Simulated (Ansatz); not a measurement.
# ClH₄NSi + HCl + H₂O: a complex and its separated parts, part 2 of 3

Ansatz 0.2.0, Gaussian basis. The steps go on from the part before.

### 11 B3LYP-D4/def2-TZVPP

The inputs:

parta/in.yaml

```yaml
crystal:
  periodic: [false, false, false]
  atoms:
    - {symbol: Si, position_ang: [-1.483569, -0.354308, 0.108582]}
    - {symbol: H, position_ang: [-1.027949, -0.603785, -1.275189]}
    - {symbol: H, position_ang: [-1.599431, -1.585694, 0.917873]}
    - {symbol: Cl, position_ang: [-3.408081, 0.393870, -0.059046]}
    - {symbol: N, position_ang: [-0.365784, 0.680841, 0.864551]}
    - {symbol: H, position_ang: [-0.023650, 1.498561, 0.385764]}
    - {symbol: H, position_ang: [-0.403650, 0.831343, 1.859971]}
basis:
  gaussian: {orbitals: def2-TZVPP}
hamiltonian: {xc: {name: B3LYP}, dispersion: d4}
```

partb/in.yaml

```yaml
crystal:
  periodic: [false, false, false]
  atoms:
    - {symbol: Cl, position_ang: [1.581647, -1.931117, 0.558154]}
    - {symbol: H, position_ang: [1.880736, -0.909056, -0.149974]}
basis:
  gaussian: {orbitals: def2-TZVPP}
hamiltonian: {xc: {name: B3LYP}, dispersion: d4}
```

partc/in.yaml

```yaml
crystal:
  periodic: [false, false, false]
  atoms:
    - {symbol: H, position_ang: [1.115346, 0.871793, -0.503000]}
    - {symbol: O, position_ang: [1.942014, 0.563163, -0.880035]}
    - {symbol: H, position_ang: [1.792171, 0.544392, -1.827651]}
basis:
  gaussian: {orbitals: def2-TZVPP}
hamiltonian: {xc: {name: B3LYP}, dispersion: d4}
```

The same command starts each run, in its folder.

Started as:

```
ansatz run in.yaml --threads 8 --pin off --events-out ev --progress --plain --max-ram 19148MiB
```

Log of parta (excerpt; [...] marks lines left out):

```text
Functional definition: B3LYP
  name "B3LYP"
  cite "Stephens, Devlin, Chabalowski & Frisch, J. Phys. Chem. 98, 11623 (1994) doi:10.1021/j100096a001"
  cite "Becke, Phys. Rev. A 38, 3098 (1988) doi:10.1103/PhysRevA.38.3098"
  cite "Lee, Yang & Parr, Phys. Rev. B 37, 785 (1988) doi:10.1103/PhysRevB.37.785"
  cite "Vosko, Wilk & Nusair, Can. J. Phys. 58, 1200 (1980) doi:10.1139/p80-159"
[...]
995 factors; their error is unknown
[...]
mean field -21960.16235066 eV, -807.0210812540 hartree, gradient 1.3e-5 eV, S^2 0.000000; 0 other end points of the search recorded, 0 dependent functions left out
reference -21960.16259211 eV, -807.0210901273 hartree; 21, 21 occupied and 150, 150 virtual orbitals, 995 factors
Total energy: -21960.37254418 eV, -807.0288057236 hartree
```

partb printed (excerpt; [...] marks lines left out):

```text
[... 6 set-up lines as earlier in the session ...]
[...]
372 factors; their error is unknown
[...]
mean field -12539.99363325 eV, -460.8362661090 hartree, gradient 4.5e-5 eV, S^2 0.000000; 0 other end points of the search recorded, 0 dependent functions left out
reference -12539.99378531 eV, -460.8362716969 hartree; 9, 9 occupied and 47, 47 virtual orbitals, 372 factors
Total energy: -12540.00297193 eV, -460.8366092991 hartree
```

Output in partc (excerpt; [...] marks lines left out):

```text
[... 6 set-up lines as earlier in the session ...]
[...]
269 factors; their error is unknown
[...]
mean field -2080.76395877 eV, -76.4666650925 hartree, gradient 1.1e-5 eV, S^2 0.000000; 0 other end points of the search recorded, 0 dependent functions left out
reference -2080.76409713 eV, -76.4666701771 hartree; 5, 5 occupied and 54, 54 virtual orbitals, 269 factors
Total energy: -2080.77252313 eV, -76.4669798266 hartree
```

Wall times: 0.8 s (parta), 0.15 s (partb), 0.15 s (partc) on 8 threads of Arm Neoverse V1, shared host.

### 12 r2SCAN0-D4/def2-TZVPP

The same edit goes into each in.yaml of step 11 (parta, partb, partc):

```diff
-hamiltonian: {xc: {name: B3LYP}, dispersion: d4}
+hamiltonian: {xc: {name: r2SCAN0}, dispersion: d4}
```

Each run has its own folder and the same command.

Started as:

```
ansatz run in.yaml --threads 8 --pin off --events-out ev --progress --plain --max-ram 19148MiB
```

parta printed (excerpt; [...] marks lines left out):

```text
Functional definition: r2SCAN0
  name "r2SCAN0"
  cite "Bursch, Neugebauer, Ehlert & Grimme, J. Chem. Phys. 156, 134105 (2022) doi:10.1063/5.0086040"
[... 3 set-up lines as earlier in the session ...]
[...]
1007 factors; their error is unknown
[...]
mean field -21956.30738100 eV, -806.8794137320 hartree, gradient 3.9e-5 eV, S^2 0.000000; 0 other end points of the search recorded, 0 dependent functions left out
reference -21956.30738922 eV, -806.8794140342 hartree; 21, 21 occupied and 150, 150 virtual orbitals, 1007 factors
Total energy: -21956.34250245 eV, -806.8807044214 hartree
```

Output in partb (excerpt; [...] marks lines left out):

```text
[... 6 set-up lines as earlier in the session ...]
[...]
384 factors; their error is unknown
[...]
mean field -12538.53747061 eV, -460.7827531191 hartree, gradient 4.5e-6 eV, S^2 0.000000; 0 other end points of the search recorded, 0 dependent functions left out
reference -12538.53747487 eV, -460.7827532754 hartree; 9, 9 occupied and 47, 47 virtual orbitals, 384 factors
Total energy: -12538.53892839 eV, -460.7828066914 hartree
```

partc printed (excerpt; [...] marks lines left out):

```text
[... 6 set-up lines as earlier in the session ...]
[...]
269 factors; their error is unknown
[...]
mean field -2079.27470736 eV, -76.4119361125 hartree, gradient 2.0e-5 eV, S^2 0.000000; 0 other end points of the search recorded, 0 dependent functions left out
reference -2079.27471146 eV, -76.4119362632 hartree; 5, 5 occupied and 54, 54 virtual orbitals, 269 factors
Total energy: -2079.27611560 eV, -76.4119878645 hartree
```

Wall times: 1.5 s (parta), 0.4 s (partb), 0.4 s (partc) on 8 threads of Arm Neoverse V1, shared host.

### 13 BHLYP-D4/def2-TZVPP

Each input of step 12 (parta, partb, partc) changes in the same lines:

```diff
-hamiltonian: {xc: {name: r2SCAN0}, dispersion: d4}
+hamiltonian: {xc: {name: BHLYP}, dispersion: d4}
```

The same command starts each run, in its folder.

Started as:

```
ansatz run in.yaml --threads 8 --pin off --events-out ev --progress --plain --max-ram 19148MiB
```

Log of parta (excerpt; [...] marks lines left out):

```text
Functional definition: BHLYP
  name "BHLYP"
  cite "Becke, J. Chem. Phys. 98, 1372 (1993) doi:10.1063/1.464304"
[... 2 set-up lines as earlier in the session ...]
[...]
1059 factors; their error is unknown
[...]
mean field -21958.23999438 eV, -806.9504359637 hartree, gradient 2.8e-5 eV, S^2 0.000000; 0 other end points of the search recorded, 0 dependent functions left out
reference -21958.24015971 eV, -806.9504420395 hartree; 21, 21 occupied and 150, 150 virtual orbitals, 1059 factors
Total energy: -21958.40417292 eV, -806.9564694140 hartree
```

partb printed (excerpt; [...] marks lines left out):

```text
[... 5 set-up lines as earlier in the session ...]
[...]
403 factors; their error is unknown
[...]
mean field -12539.47115060 eV, -460.8170652256 hartree, gradient 2.7e-5 eV, S^2 0.000000; 0 other end points of the search recorded, 0 dependent functions left out
reference -12539.47125409 eV, -460.8170690291 hartree; 9, 9 occupied and 47, 47 virtual orbitals, 403 factors
Total energy: -12539.47730051 eV, -460.8172912308 hartree
```

Output in partc (excerpt; [...] marks lines left out):

```text
[... 5 set-up lines as earlier in the session ...]
[...]
295 factors; their error is unknown
[...]
mean field -2079.57891297 eV, -76.4231154626 hartree, gradient 2.0e-5 eV, S^2 0.000000; 0 other end points of the search recorded, 0 dependent functions left out
reference -2079.57900377 eV, -76.4231187991 hartree; 5, 5 occupied and 54, 54 virtual orbitals, 295 factors
Total energy: -2079.58395554 eV, -76.4233007735 hartree
```

They took 0.8 s (parta), 0.15 s (partb), 0.15 s (partc) on 8 threads of Arm Neoverse V1, shared host.

### 14 CAM-B3LYP-D4/def2-TZVPP

The same edit goes into each in.yaml of step 13 (parta, partb, partc):

```diff
-hamiltonian: {xc: {name: BHLYP}, dispersion: d4}
+hamiltonian: {xc: {name: CAM-B3LYP}, dispersion: d4}
```

Each run has its own folder and the same command.

Started as:

```
ansatz run in.yaml --threads 8 --pin off --events-out ev --progress --plain --max-ram 19148MiB
```

Output in parta (excerpt; [...] marks lines left out):

```text
Functional definition: CAM-B3LYP
  name "CAM-B3LYP"
  cite "Yanai, Tew & Handy, Chem. Phys. Lett. 393, 51 (2004) doi:10.1016/j.cplett.2004.06.011"
  cite "Iikura, Tsuneda, Yanai & Hirao, J. Chem. Phys. 115, 3540 (2001) doi:10.1063/1.1383587"
[... 2 set-up lines as earlier in the session ...]
[...]
  # Exact exchange under (alpha + beta erf(omega r))/r, Becke's under what is left of 1/r.
[...]
995 factors; their error is unknown
231 factors; integrals over basis functions are off by at most 1.3e-5 eV
[...]
mean field -21958.97846057 eV, -806.9775740956 hartree, gradient 2.1e-5 eV, S^2 0.000000; 0 other end points of the search recorded, 0 dependent functions left out
reference -21958.97857807 eV, -806.9775784137 hartree; 21, 21 occupied and 150, 150 virtual orbitals, 995 factors
Total energy: -21959.08821862 eV, -806.9816076295 hartree
```

partb printed (excerpt; [...] marks lines left out):

```text
[... 6 set-up lines as earlier in the session ...]
[...]
  # Exact exchange under (alpha + beta erf(omega r))/r, Becke's under what is left of 1/r.
[...]
372 factors; their error is unknown
66 factors; integrals over basis functions are off by at most 7.5e-5 eV
[...]
mean field -12539.88293920 eV, -460.8321981777 hartree, gradient 2.6e-5 eV, S^2 0.000000; 0 other end points of the search recorded, 0 dependent functions left out
reference -12539.88301347 eV, -460.8322009072 hartree; 9, 9 occupied and 47, 47 virtual orbitals, 372 factors
Total energy: -12539.88749511 eV, -460.8323656043 hartree
```

Log of partc (excerpt; [...] marks lines left out):

```text
[... 6 set-up lines as earlier in the session ...]
[...]
  # Exact exchange under (alpha + beta erf(omega r))/r, Becke's under what is left of 1/r.
[...]
269 factors; their error is unknown
72 factors; integrals over basis functions are off by at most 1.6e-5 eV
[...]
mean field -2079.99968666 eV, -76.4385786104 hartree, gradient 1.1e-5 eV, S^2 0.000000; 0 other end points of the search recorded, 0 dependent functions left out
reference -2079.99975409 eV, -76.4385810884 hartree; 5, 5 occupied and 54, 54 virtual orbitals, 269 factors
Total energy: -2080.00382002 eV, -76.4387305085 hartree
```

Times: 0.9 s (parta), 0.2 s (partb), 0.2 s (partc) on 8 threads of Arm Neoverse V1, shared host.

### 15 wB97X-V/def2-TZVPP

The same edit goes into each in.yaml of step 14 (parta, partb, partc):

```diff
-hamiltonian: {xc: {name: CAM-B3LYP}, dispersion: d4}
+hamiltonian: {xc: {name: wB97X-V}}
```

Each run has its own folder and the same command.

Started as:

```
ansatz run in.yaml --threads 8 --pin off --events-out ev --progress --plain --max-ram 19148MiB
```

parta printed (excerpt; [...] marks lines left out):

```text
Functional definition: wB97X-V
  name "wB97X-V"
  cite "Mardirossian & Head-Gordon, Phys. Chem. Chem. Phys. 16, 9904 (2014) doi:10.1039/C3CP54374A"
[... 2 set-up lines as earlier in the session ...]
[...]
      + integral(e_c_pw_opposite_spin*poly(b97_u_opposite, cos0, cos1)) + vv10(b, c)
992 factors; their error is unknown
207 factors; integrals over basis functions are off by at most 2.8e-5 eV
[...]
mean field -21955.48413796 eV, -806.8491601084 hartree, gradient 7.7e-5 eV, S^2 0.000000; 0 other end points of the search recorded, 0 dependent functions left out
reference -21955.48413620 eV, -806.8491600438 hartree; 21, 21 occupied and 150, 150 virtual orbitals, 992 factors
Total energy: -21955.48413620 eV, -806.8491600438 hartree
```

Output in partb (excerpt; [...] marks lines left out):

```text
[... 5 set-up lines as earlier in the session ...]
[...]
      + integral(e_c_pw_opposite_spin*poly(b97_u_opposite, cos0, cos1)) + vv10(b, c)
369 factors; their error is unknown
62 factors; integrals over basis functions are off by at most 9.0e-5 eV
[...]
mean field -12537.61272715 eV, -460.7487694235 hartree, gradient 5.7e-5 eV, S^2 0.000000; 0 other end points of the search recorded, 0 dependent functions left out
reference -12537.61272620 eV, -460.7487693886 hartree; 9, 9 occupied and 47, 47 virtual orbitals, 369 factors
Total energy: -12537.61272620 eV, -460.7487693886 hartree
```

Output in partc (excerpt; [...] marks lines left out):

```text
[... 5 set-up lines as earlier in the session ...]
[...]
      + integral(e_c_pw_opposite_spin*poly(b97_u_opposite, cos0, cos1)) + vv10(b, c)
269 factors; their error is unknown
69 factors; integrals over basis functions are off by at most 2.2e-5 eV
[...]
mean field -2079.88767104 eV, -76.4344621124 hartree, gradient 2.2e-5 eV, S^2 0.000000; 0 other end points of the search recorded, 0 dependent functions left out
reference -2079.88767015 eV, -76.4344620795 hartree; 5, 5 occupied and 54, 54 virtual orbitals, 269 factors
Total energy: -2079.88767015 eV, -76.4344620795 hartree
```

They took 1.9 s (parta), 0.3 s (partb), 0.3 s (partc) on 8 threads of Arm Neoverse V1, shared host.

### 16 wB97M-V/def2-TZVPP

The same edit goes into each in.yaml of step 15 (parta, partb, partc):

```diff
-hamiltonian: {xc: {name: wB97X-V}}
+hamiltonian: {xc: {name: wB97M-V}}
```

Each run has its own folder and the same command.

Started as:

```
ansatz run in.yaml --threads 8 --pin off --events-out ev --progress --plain --max-ram 19148MiB
```

Log of parta (excerpt; [...] marks lines left out):

```text
Functional definition: wB97M-V
  name "wB97M-V"
  cite "Mardirossian & Head-Gordon, J. Chem. Phys. 144, 214110 (2016) doi:10.1063/1.4952647"
[... 2 set-up lines as earlier in the session ...]
  # Of w^i u^j: cxij and so on, Table III.
[...]
  gx(w, u) = 1 - cx + cx01*u + cx10*w
[...]
      + integral(e_c_pw_mod_opposite_spin*gos(b97_w_opposite, b97_u_opposite)) + vv10(b, c)
992 factors; their error is unknown
207 factors; integrals over basis functions are off by at most 2.8e-5 eV
[...]
mean field -21957.13665244 eV, -806.9098888954 hartree, gradient 8.2e-5 eV, S^2 0.000000; 0 other end points of the search recorded, 0 dependent functions left out
reference -21957.13669519 eV, -806.9098904666 hartree; 21, 21 occupied and 150, 150 virtual orbitals, 992 factors
Total energy: -21957.13669519 eV, -806.9098904666 hartree
```

Output in partb (excerpt; [...] marks lines left out):

```text
[... 5 set-up lines as earlier in the session ...]
  # Of w^i u^j: cxij and so on, Table III.
[...]
  gx(w, u) = 1 - cx + cx01*u + cx10*w
[...]
      + integral(e_c_pw_mod_opposite_spin*gos(b97_w_opposite, b97_u_opposite)) + vv10(b, c)
369 factors; their error is unknown
62 factors; integrals over basis functions are off by at most 9.0e-5 eV
[...]
mean field -12538.73838860 eV, -460.7901367188 hartree, gradient 5.7e-5 eV, S^2 0.000000; 0 other end points of the search recorded, 0 dependent functions left out
reference -12538.73841164 eV, -460.7901375657 hartree; 9, 9 occupied and 47, 47 virtual orbitals, 369 factors
Total energy: -12538.73841164 eV, -460.7901375657 hartree
```

Log of partc (excerpt; [...] marks lines left out):

```text
[... 5 set-up lines as earlier in the session ...]
  # Of w^i u^j: cxij and so on, Table III.
[...]
  gx(w, u) = 1 - cx + cx01*u + cx10*w
[...]
      + integral(e_c_pw_mod_opposite_spin*gos(b97_w_opposite, b97_u_opposite)) + vv10(b, c)
269 factors; their error is unknown
69 factors; integrals over basis functions are off by at most 2.2e-5 eV
[...]
mean field -2079.85938072 eV, -76.4334224623 hartree, gradient 2.9e-5 eV, S^2 0.000000; 0 other end points of the search recorded, 0 dependent functions left out
reference -2079.85940273 eV, -76.4334232711 hartree; 5, 5 occupied and 54, 54 virtual orbitals, 269 factors
Total energy: -2079.85940273 eV, -76.4334232711 hartree
```

Times: 2.2 s (parta), 0.3 s (partb), 0.3 s (partc) on 8 threads of Arm Neoverse V1, shared host.

### 17 B2PLYP/def2-TZVPP

The same edit goes into each in.yaml of step 16 (parta, partb, partc):

```diff
-hamiltonian: {xc: {name: wB97M-V}}
+hamiltonian: {xc: {name: B2PLYP}}
```

The same command starts each run, in its folder.

Started as:

```
ansatz run in.yaml --threads 8 --pin off --events-out ev --progress --plain --max-ram 19148MiB
```

Log of parta (excerpt; [...] marks lines left out):

```text
Functional definition: B2PLYP
  name "B2PLYP"
  cite "Grimme, J. Chem. Phys. 124, 034108 (2006) doi:10.1063/1.2148954"
[... 2 set-up lines as earlier in the session ...]
[...]
987 factors; integrals over basis functions are off by at most 1.1e-3 eV
[...]
mean field -21946.32571868 eV, -806.5125944075 hartree, gradient 7.5e-6 eV, S^2 0.000000; 0 other end points of the search recorded, 0 dependent functions left out
11 core orbitals not correlated: weight in the atoms' cores, before any rotation towards them, 1.000 or more for the frozen orbitals, at most 0.000 for the correlated occupied ones
reference -21946.32587301 eV, -806.5126000791 hartree; 10, 10 occupied and 150, 150 virtual orbitals, 987 factors
second order -17.48576990 eV of doubles, -0.00000000 eV of singles
Total energy: -21951.04703088 eV, -806.6860994308 hartree
```

Log of partb (excerpt; [...] marks lines left out):

```text
[... 5 set-up lines as earlier in the session ...]
[...]
322 factors; integrals over basis functions are off by at most 1.4e-3 eV
[...]
mean field -12534.13735341 eV, -460.6210517944 hartree, gradient 9.7e-6 eV, S^2 0.000000; 0 other end points of the search recorded, 0 dependent functions left out
5 core orbitals not correlated: weight in the atoms' cores, before any rotation towards them, 1.000 or more for the frozen orbitals, at most 0.000 for the correlated occupied ones
reference -12534.13745017 eV, -460.6210553502 hartree; 4, 4 occupied and 47, 47 virtual orbitals, 322 factors
second order -6.68493563 eV of doubles, -0.00000000 eV of singles
Total energy: -12535.94238279 eV, -460.6873854005 hartree
```

Log of partc (excerpt; [...] marks lines left out):

```text
[... 5 set-up lines as earlier in the session ...]
[...]
361 factors; integrals over basis functions are off by at most 7.6e-4 eV
[...]
mean field -2077.03828489 eV, -76.3297491025 hartree, gradient 8.4e-7 eV, S^2 0.000000; 0 other end points of the search recorded, 0 dependent functions left out
1 core orbitals not correlated: weight in the atoms' cores, before any rotation towards them, 1.000 or more for the frozen orbitals, at most 0.000 for the correlated occupied ones
reference -2077.03836991 eV, -76.3297522271 hartree; 4, 4 occupied and 54, 54 virtual orbitals, 361 factors
second order -8.41869724 eV of doubles, -0.00000000 eV of singles
Total energy: -2079.31141817 eV, -76.4132852097 hartree
```

Wall times: 1.1 s (parta), 0.2 s (partb), 0.2 s (partc) on 8 threads of Arm Neoverse V1, shared host.

### 18 PBE-QIDH/def2-TZVPP

Each input of step 17 (parta, partb, partc) changes in the same lines:

```diff
-hamiltonian: {xc: {name: B2PLYP}}
+hamiltonian: {xc: {name: PBE-QIDH}}
```

One command serves all of them, each in its own folder.

Started as:

```
ansatz run in.yaml --threads 8 --pin off --events-out ev --progress --plain --max-ram 19148MiB
```

parta printed (excerpt; [...] marks lines left out):

```text
Functional definition: PBE-QIDH
  name "PBE-QIDH"
  cite "Brémond, Sancho-García, Pérez-Jiménez & Adamo, J. Chem. Phys. 141, 031101 (2014) doi:10.1063/1.4890314"
[... 1 set-up line as earlier in the session ...]
[...]
987 factors; integrals over basis functions are off by at most 1.1e-3 eV
[...]
mean field -21939.70781476 eV, -806.2693909242 hartree, gradient 1.9e-6 eV, S^2 0.000000; 0 other end points of the search recorded, 0 dependent functions left out
11 core orbitals not correlated: weight in the atoms' cores, before any rotation towards them, 1.000 or more for the frozen orbitals, at most 0.000 for the correlated occupied ones
reference -21939.70782620 eV, -806.2693913448 hartree; 10, 10 occupied and 150, 150 virtual orbitals, 987 factors
second order -16.25112000 eV of doubles, -0.00000000 eV of singles
Total energy: -21945.12486620 eV, -806.4684638931 hartree
```

partb printed (excerpt; [...] marks lines left out):

```text
[... 4 set-up lines as earlier in the session ...]
[...]
322 factors; integrals over basis functions are off by at most 1.4e-3 eV
[...]
mean field -12531.03295131 eV, -460.5069671214 hartree, gradient 2.4e-6 eV, S^2 0.000000; 0 other end points of the search recorded, 0 dependent functions left out
5 core orbitals not correlated: weight in the atoms' cores, before any rotation towards them, 1.000 or more for the frozen orbitals, at most 0.000 for the correlated occupied ones
reference -12531.03295768 eV, -460.5069673554 hartree; 4, 4 occupied and 47, 47 virtual orbitals, 322 factors
second order -6.22516201 eV of doubles, -0.00000000 eV of singles
Total energy: -12533.10801168 eV, -460.5832241835 hartree
```

partc printed (excerpt; [...] marks lines left out):

```text
[... 4 set-up lines as earlier in the session ...]
[...]
361 factors; integrals over basis functions are off by at most 7.6e-4 eV
[...]
mean field -2075.58436140 eV, -76.2763183999 hartree, gradient 2.2e-6 eV, S^2 0.000000; 0 other end points of the search recorded, 0 dependent functions left out
1 core orbitals not correlated: weight in the atoms' cores, before any rotation towards them, 1.000 or more for the frozen orbitals, at most 0.000 for the correlated occupied ones
reference -2075.58436689 eV, -76.2763186017 hartree; 4, 4 occupied and 54, 54 virtual orbitals, 361 factors
second order -7.85896838 eV of doubles, -0.00000000 eV of singles
Total energy: -2078.20402302 eV, -76.3725891887 hartree
```

Times: 1.2 s (parta), 0.2 s (partb), 0.2 s (partc) on 8 threads of Arm Neoverse V1, shared host.

(Continued in part 3 of 3.)
